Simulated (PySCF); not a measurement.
# [Dy(NH3)2]3+: forces at shaken geometries

Aim: move all atoms of relaxed [Dy(NH3)2]3+ at random and read energies and forces. The species was built from a template and needn't be a known compound.

Computed with PySCF 2.14.0. Level: B3LYP, Dy lcecp-1-SVP with ECP55, N def2-SVP, H def2-SVP; scalar-relativistic core potentials, no spin–orbit coupling.

4 further runs of the same task are left out: 2 for a known fault of the program, 2 that didn't finish.

## 1. The system as given

9 atoms, charge 3, spin multiplicity 1.

Bond lengths: Dy1–N2 2.373 Å, Dy1–N6 2.372 Å, N2–H3 1.044 Å, N2–H4 1.044 Å, N2–H5 1.043 Å, N6–H7 1.044 Å, N6–H8 1.043 Å, N6–H9 1.044 Å. Angles: N2–Dy1–N6 109.9°, Dy1–N2–H3 115.4°, Dy1–N2–H4 115.1°, Dy1–N2–H5 116.7°, H3–N2–H4 102.4°, H3–N2–H5 102.6°, H4–N2–H5 102.6°, Dy1–N6–H7 116.3°, Dy1–N6–H8 116.1°, Dy1–N6–H9 114.7°, H7–N6–H8 102.6°, H7–N6–H9 102.6°, H8–N6–H9 102.5°.

Coordinates:

```xyz
9
charge 3, multiplicity 1
Dy   -0.17959    1.16226   -0.00040
N     0.02360   -0.18470    1.94237
H     0.91047   -0.06447    2.48046
H    -0.70522   -0.02104    2.67228
H    -0.02039   -1.21711    1.80337
N     0.03609   -0.18225   -1.94275
H     0.90306   -0.75912   -2.01110
H    -0.71891   -0.88474   -2.10185
H     0.04446    0.34793   -2.84237
```

Formal oxidation states: Dy +3. Each metal's 9 4f electrons lie in its core potential, so multiplicities, spins and levels count the valence alone. An earlier session relaxed this geometry at B3LYP, Dy lcecp-1-SVP with ECP55, N def2-SVP, H def2-SVP (singlet, point group C1).

Its energy there is -148.962854 Eh.

## 2. Atoms moved at random, σ = 0.06 Å

run.py (the lines that set the calculation) reads:

```python
mol = gto.M(atom='''
Dy    -0.27518     1.12029     0.07069
N     -0.01321    -0.22364     1.91964
H      0.97419    -0.03836     2.53229
H     -0.75232     0.00691     2.64029
H     -0.00347    -1.24268     1.79362
N      0.01537    -0.13709    -2.00901
H      1.04879    -0.70860    -2.08983
H     -0.76895    -0.93768    -2.06587
H      0.06833     0.35760    -2.79181''',
    basis={'Dy': 'lcecp-1-SVP', 'N': 'def2-SVP', 'H': 'def2-SVP'},
    ecp={'Dy': 'lcecp-1-SVP'},
    charge=3, spin=0)
mf = dft.RKS(mol, xc='B3LYP')
mf.grids.atom_grid = (50, 194)  # f atoms: unpruned, at least (60, 302)
mf = mf.density_fit()  # fitting sets: Dy AutoAux, N def2-universal-JKFIT, H def2-universal-JKFIT
mf.conv_tol = 1e-08; mf.max_cycle = 55
mf.kernel(dm0)  # dm0: the density of the relaxed state
```

Started as:

```sh
$ OMP_NUM_THREADS=2 python run.py
```

## 3. Atoms moved at random, σ = 0.03 Å

run.py (the lines that set the calculation) reads:

```python
mol = gto.M(atom='''
Dy    -0.20178     1.17435    -0.00778
N      0.03856    -0.16395     1.96825
H      0.88261    -0.06507     2.41825
H     -0.71362     0.00256     2.65958
H     -0.04110    -1.19484     1.80497
N      0.10391    -0.17414    -1.89347
H      0.90793    -0.79082    -2.00602
H     -0.71095    -0.95683    -2.10507
H      0.02799     0.36551    -2.83872''',
    basis={'Dy': 'lcecp-1-SVP', 'N': 'def2-SVP', 'H': 'def2-SVP'},
    ecp={'Dy': 'lcecp-1-SVP'},
    charge=3, spin=0)
mf = dft.RKS(mol, xc='B3LYP')
mf.grids.atom_grid = (50, 194)  # f atoms: unpruned, at least (60, 302)
mf = mf.density_fit()  # fitting sets: Dy AutoAux, N def2-universal-JKFIT, H def2-universal-JKFIT
mf.conv_tol = 1e-08; mf.max_cycle = 55
mf.kernel(dm0)  # dm0: the density of the relaxed state
```

## 4. Atoms moved at random, σ = 0.03 Å

run.py (the lines that set the calculation) reads:

```python
mol = gto.M(atom='''
Dy    -0.19759     1.17998     0.00534
N     -0.01072    -0.16055     1.94547
H      0.87876    -0.01434     2.45687
H     -0.68977    -0.03010     2.63280
H     -0.00879    -1.25410     1.81673
N      0.06318    -0.20232    -1.93041
H      0.93701    -0.78020    -2.03311
H     -0.75612    -0.86082    -2.08433
H      0.07762     0.31922    -2.80935''',
    basis={'Dy': 'lcecp-1-SVP', 'N': 'def2-SVP', 'H': 'def2-SVP'},
    ecp={'Dy': 'lcecp-1-SVP'},
    charge=3, spin=0)
mf = dft.RKS(mol, xc='B3LYP')
mf.grids.atom_grid = (50, 194)  # f atoms: unpruned, at least (60, 302)
mf = mf.density_fit()  # fitting sets: Dy AutoAux, N def2-universal-JKFIT, H def2-universal-JKFIT
mf.conv_tol = 1e-08; mf.max_cycle = 55
mf.kernel(dm0)  # dm0: the density of the relaxed state
```

Q: Predict the outcome of this session. Wanted: for each run, σ; energy rise; harmonic estimate −½ F·u; largest force component.

**Answer**, as computed:

| σ (Å) | energy rise (eV) | harmonic estimate −½ F·u (eV) | largest force component (eV/Å) |
| --- | --- | --- | --- |
| 0.06 | 1.117 | 1.093 | 6.24 |
| 0.03 | 0.420 | 0.413 | 3.51 |
| 0.03 | 0.205 | 0.211 | 2.57 |

Every displacement raises the energy. For a harmonic well the rise equals −½ F·u; the two differ by at most 3 % here (a move with σ = 0.03 Å), from anharmonicity, the grid and the small forces left at the relaxed point. These are double-zeta-type bases without diffuse functions. Spin–orbit coupling is left out.
